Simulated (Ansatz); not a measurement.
# CH6AlN: the cost of one run

Method: PBE0-D4/def2-TZVP structures, single points in def2-TZVPP, no counterpoise correction; program: Ansatz 0.2.0, Gaussian basis.

Levels: SPW92, PBE-D4, BLYP-D4, r2SCAN-D4, B97M-V, PBE0-D4, B3LYP-D4, r2SCAN0-D4, BHLYP-D4, CAM-B3LYP-D4, wB97X-V, wB97M-V, B2PLYP, PBE-QIDH, RPA on PBE, Hartree-Fock, MP2, CCSD, CCSD(T).

Correlated methods freeze the cores. B3LYP uses VWN-RPA correlation. B2PLYP carries no dispersion term here.

95 further runs of the same task are left out: 1 that didn't finish, 94 set aside as unsound or not needed.

### Step 1. The system as given

The complex: 14 atoms, charge 0, spin multiplicity 1.

Atoms are counted from 1 here; the program's logs count them from 0.

Bond lengths: Al1–H2 1.588 Å, Al1–C3 1.950 Å, Al1–N4 1.773 Å, C3–H7 1.094 Å, C3–H8 1.094 Å, C3–H9 1.095 Å, N4–H10 1.007 Å, N4–H11 1.007 Å, H5–C6 1.092 Å, C6–H12 1.089 Å, C6–H13 1.090 Å, C6–H14 1.092 Å. Angles: H2–Al1–C3 123.9°, H2–Al1–N4 116.3°, C3–Al1–N4 119.7°, Al1–C3–H7 112.3°, Al1–C3–H8 111.7°, Al1–C3–H9 110.8°, H7–C3–H8 107.9°, H7–C3–H9 107.2°, H8–C3–H9 106.8°, Al1–N4–H10 125.4°, Al1–N4–H11 124.5°, H10–N4–H11 110.1°, H5–C6–H12 109.7°, H5–C6–H13 108.6°, H5–C6–H14 110.3°, H12–C6–H13 109.7°, H12–C6–H14 109.7°, H13–C6–H14 108.7°.

Geometry (Å):

| atom | x (Å) | y (Å) | z (Å) |
| --- | --- | --- | --- |
| Al1 | -0.16946 | -1.16763 | -0.34377 |
| H2 | 0.78404 | -1.55765 | -1.55228 |
| C3 | 0.41022 | -1.08448 | 1.51648 |
| N4 | -1.87540 | -0.90035 | -0.74398 |
| H5 | 1.47237 | 1.14767 | -0.98714 |
| C6 | 0.82238 | 1.91419 | -0.56064 |
| H7 | -0.25322 | -0.46846 | 2.12988 |
| H8 | 1.42260 | -0.68065 | 1.60620 |
| H9 | 0.42807 | -2.08464 | 1.96281 |
| H10 | -2.60065 | -0.67252 | -0.08343 |
| H11 | -2.26181 | -0.97154 | -1.67126 |
| H12 | 1.02901 | 2.02042 | 0.50358 |
| H13 | 1.01821 | 2.85823 | -1.06867 |
| H14 | -0.22626 | 1.64731 | -0.70777 |

Its parts: CH6AlN holds atoms 1, 2, 3, 4, 7, 8, 9, 10, 11; CH4 holds atoms 5, 6, 12, 13, 14. Each part counts its atoms afresh in its own runs.

### Step 2. Relaxing CH6AlN alone

The input, relax-a/in.yaml:

```yaml
crystal:
  periodic: [false, false, false]
  atoms:
    - {symbol: Al, position_ang: [-0.169457, -1.167632, -0.343771]}
    - {symbol: H, position_ang: [0.784039, -1.557649, -1.552281]}
    - {symbol: C, position_ang: [0.410224, -1.084482, 1.516477]}
    - {symbol: N, position_ang: [-1.875399, -0.900350, -0.743981]}
    - {symbol: H, position_ang: [-0.253215, -0.468458, 2.129880]}
    - {symbol: H, position_ang: [1.422595, -0.680648, 1.606198]}
    - {symbol: H, position_ang: [0.428066, -2.084639, 1.962809]}
    - {symbol: H, position_ang: [-2.600649, -0.672522, -0.083434]}
    - {symbol: H, position_ang: [-2.261807, -0.971538, -1.671260]}
basis:
  gaussian: {orbitals: def2-TZVP}
hamiltonian: {xc: pbe0, dispersion: d4}
relax: {f_tol: 0.005, max_steps: 200}
```

Command:

```console
$ ansatz run in.yaml --threads 4 --pin off --events-out ev --progress --plain --max-ram 9574MiB
```

**Question.** How long does this run take on 4 threads of AMD EPYC, shared host?

About 55 s.
